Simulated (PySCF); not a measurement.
**The bond of InB, level by level**

An exercise on one series of results from a longer session: the logs are not shown, and one member is left open.

The runs use PySCF 2.14.0; In def2-SVPD with ECP28, B def2-SVPD, scalar-relativistic core potentials.

The first run:

The job is set up so:

```
atoms                         : In, B
charge                        : 0
basis                         : In def2-SVPD with ECP28, B def2-SVPD
Hamiltonian                   : scalar-relativistic core potentials
basis functions               : 52
electrons treated             : 26
masses in u                   : 114.9039, 11.0093
levels                        : PBE0, PBE, r²SCAN, BLYP, r²SCANh, TPSS, CAM-B3LYP, HF, MP2, SCS-MP2, CCSD, CCSD(T)
grid                          : 80 radial by 434 angular points
occupations                   : held fixed by the projection of orbital angular momentum
dissociation limit            : In + B, each in its ground configuration
starting distance in angstrom : 2.205
values of 2S to try           : 0, 2
```

Command:

```sh
$ OMP_NUM_THREADS=1 python dia.py task.json out
```

Steps of the session up to this table: Input; The PBE0 curve of the state that the search chose; Higher solutions at PBE0; PBE; r²SCAN (meta-GGA); BLYP (GGA); r²SCANh (hybrid meta-GGA); TPSS; CAM-B3LYP; UHF; Adding correlation.

One table of the session follows, with a row left open; its other results are not shown here.

Energy (eV) from each level's lowest point:

| R (Å) | UHF | UHF-MP2 | UHF-SCS-MP2 | UHF-CCSD | UHF-CCSD(T) |
| --- | --- | --- | --- | --- | --- |
| 2.094 | 0.560 | 0.500 | 0.518 | n/a | n/a |
| 2.192 | 0.256 | 0.220 | 0.232 | 0.234 | 0.234 |
| 2.289 | 0.085 | 0.066 | 0.073 | 0.077 | 0.077 |
| 2.362 | 0.022 | 0.013 | 0.016 | 0.019 | 0.019 |
| 2.435 | 0.000 | 0.000 | 0.000 | 0.000 | 0.000 |
| 2.508 | 0.010 | 0.019 | 0.015 | 0.011 | 0.010 |
| 2.606 | 0.059 | 0.080 | 0.073 | 0.061 | 0.058 |
| 2.727 | ? | ? | ? | ? | ? |
| 2.873 | 0.306 | 0.376 | 0.356 | 0.309 | 0.303 |
| 3.068 | 0.505 | 0.635 | 0.599 | n/a | n/a |

Q: Estimate the row for R (Å) = 2.727 from the others.

Worked estimate for «UHF». A straight line through the neighbours (2.606, 0.059) and (2.873, 0.306) gives 0.059 + (0.306 − 0.059) × (2.727 − 2.606) / (2.873 − 2.606) = 0.171; a parabola fitted to 4 rows on both sides gives 0.166.

As computed: UHF: 0.159; UHF-MP2: 0.198; UHF-SCS-MP2: 0.186; UHF-CCSD: 0.159; UHF-CCSD(T): 0.155. In «UHF» the line misses by +0.012 and the parabola by +0.007.

State 2 has its PBE0 minimum 0.08 eV higher. The other levels ran on the lowest alone.
